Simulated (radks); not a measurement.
# Br in [Ar] 3d10 4s1.75 4p5 5s0.25: an all-electron calculation

An exercise on one series of results from a longer session: the logs are not shown, and one member is left open.

The numbers are computed with radks (a radial shooting solver on a logarithmic mesh, Libxc functionals) version 1 (scalar-relativistic Kohn-Sham, PBE, spin-unpolarised, spherical densities, point nucleus), except any that are marked as measured or tabulated.

**What is computed**

| Property | Result |
| --- | --- |
| element | bromine (Z = 35) |
| charge | 0 |
| electrons | 35 |
| configuration | [Ar] 3d10 4s1.75 4p5 5s0.25 |

The first run:

The run's settings:

```text
Z 35
configuration [Ar] 3d10 4s1.75 4p5 5s0.25 4d0 5p0 6s0 4f0
relativity scalar-relativistic
functional pbe,pbe
spin unpolarised
nucleus point
c 137.035999084
```

Launch:

```sh
$ python run_ks.py task.json out
```

This one command runs every case of the session in turn.

One table of the session follows, with a row left open; its other results are not shown here.

It belongs to the step «Orbitals and density». From the orbitals of this run (lengths in bohr):

```
level      <r>  outermost maximum (interpolated)  90 % within  nodes
   1s  0.04275                            0.0279       0.0764      0
   2s   0.1895                             0.159        0.293      1
   2p        ?                                 ?            ?      ?
   3s   0.5514                             0.484        0.821      2
   3p   0.5640                             0.481        0.861      1
   3d   0.5901                             0.431        0.972      0
   4s    1.662                              1.42         2.48      3
   4p    2.063                              1.66         3.18      2
   5s    6.797                              5.34         10.6      4
```

Estimate the missing values for 2p.

The run gave: <r>: 0.1654; outermost maximum (interpolated): 0.127; 90 % within: 0.270; nodes: 0. In the column «<r>» it lies between 1s (0.04275) and 2s (0.1895).
